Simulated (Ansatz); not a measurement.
What does this script print? It uses Ansatz 0.2.0 through its Python package.

`na2litlbr6_disp.py`
```python
import ansatz as az
import numpy as np

vectors0 = np.array([
    [0.0, 5.453317, 5.453317],
    [5.453317, 0.0, 5.453317],
    [5.453317, 5.453317, 0.0],
])
sites = [
    ("Na", (0.75, 0.75, 0.75)),
    ("Na", (0.25, 0.25, 0.25)),
    ("Li", (0.5, 0.5, 0.5)),
    ("Tl", (0.0, 0.0, 0.0)),
    ("Br", (0.746836, 0.253164, 0.253164)),
    ("Br", (0.253164, 0.253164, 0.746836)),
    ("Br", (0.253164, 0.746836, 0.746836)),
    ("Br", (0.253164, 0.746836, 0.253164)),
    ("Br", (0.746836, 0.253164, 0.746836)),
    ("Br", (0.746836, 0.746836, 0.253164)),
]


def crystal_on(cell):
    crystal = az.Crystal(lattice=az.Lattice.of(cell))
    for symbol, position in sites:
        crystal = crystal.atom(symbol, position)
    return crystal

atoms = [(site[0], site[1]) for site in sites]
print("dispersion energy and pressure at linear scale factors", (0.98, 1.0, 1.02))
for functional in (az.Functional.R2SCAN, az.Functional.HSE06):
    for method in ("d3bj", "d4"):
        damping = az.dispersion_damping(method=method, xc=functional)
        line = []
        for scale in (0.98, 1.0, 1.02):
            term = az.pairwise_dispersion(vectors=(vectors0 * scale).tolist(), atoms=atoms, damping=damping, periodic=(True, True, True))
            line.append(f"{term.energy_ev / len(atoms):.4f} eV/atom, {np.trace(term.stress_gpa) / 3:.2f} GPa")
        print(functional.value, method, "|", " | ".join(line))
print("charges of the D4 model in the last cell:", np.round(term.partial_charges_e, 3))
```

```console
$ python na2litlbr6_disp.py
dispersion energy and pressure at linear scale factors (0.98, 1.0, 1.02)
na2litlbr6_disp.py:33: DeckWarning: the engine holds no damping parameters fitted to this dispersion correction and functional, so the run takes those fitted to r2scan beside the three-body term, [...]
  damping = az.dispersion_damping(method=method, xc=functional)
r2scan d3bj | -0.0998 eV/atom, -0.54 GPa | -0.0938 eV/atom, -0.47 GPa | -0.0884 eV/atom, -0.41 GPa
r2scan d4 | -0.0684 eV/atom, -0.27 GPa | -0.0696 eV/atom, 0.81 GPa | -0.0895 eV/atom, 1.54 GPa
hse06 d3bj | -0.2614 eV/atom, -1.37 GPa | -0.2461 eV/atom, -1.21 GPa | -0.2321 eV/atom, -1.05 GPa
hse06 d4 | -0.1771 eV/atom, -0.67 GPa | -0.1821 eV/atom, 2.45 GPa | -0.2393 eV/atom, 4.28 GPa
charges of the D4 model in the last cell: [ 0.927  0.927  0.629  0.57  -0.509 -0.509 -0.509 -0.509 -0.509 -0.509]
```
(Warnings, shortened.)

The structure comes from a database and needn't be a stable phase.
